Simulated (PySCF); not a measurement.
# C5H4F2O2: the cost of one run

Programs: PySCF 2.14.0, with density-fitted response routines of our own. Each step states its level of theory. These are calculated values for one molecule, in the gas phase or a continuum, unless marked as measured. Atoms count from 0, in the outputs and in this text.

### 1 The starting structure

13 atoms, charge 0, multiplicity 1; geometry from: GFN2-xTB. The atoms were then displaced at random by about 0.01 Å, so the start is not that level's minimum.

Bonds of the start (Å): F0–C1 1.38, C1–F2 1.33, C1–O3 1.32, O3–C4 1.40, C4–C5 1.36, C5–C6 1.41, C6–C7 1.37, C7–O8 1.35, O8–C4 1.32, C1–H9 1.10, C5–H10 1.08, C6–H11 1.07, C7–H12 1.08.

### 2 Relaxing the molecule at PBE0-D3(BJ)/def2-SVP

The job: settings as JSON, then the geometry in Å.

```
{"job": {"xc": "PBE0", "basis": "def2-SVP", "d3": "d3bj", "grid": 1, "shake": 0.01, "kind": "geom"}, "charge": 0, "multiplicity": 1}
F      2.864860    -0.037100    -0.075980
C      2.028280     0.837860     0.585440
F      2.755160     1.379490     1.552110
O      1.033110     0.186020     1.168570
C     -0.070400    -0.126760     0.367040
C     -1.216470    -0.765860     0.710680
C     -1.969640    -0.810400    -0.482160
C     -1.225960    -0.179790    -1.438570
O     -0.064540     0.247920    -0.894970
H      1.729970     1.634250    -0.108920
H     -1.475570    -1.168780     1.681220
H     -2.943780    -1.242500    -0.594730
H     -1.439200     0.028760    -2.480050
```

The run is started by

```
$ OMP_NUM_THREADS=1 python probes_run.py task.json out
```

The driver reads the jobs from task.json and runs them one after another.

Q: Estimate the wall time and peak memory of this first job on 1 thread of AMD EPYC 9R45, shared host.

About 47 s, with a peak of 0.58 GiB.
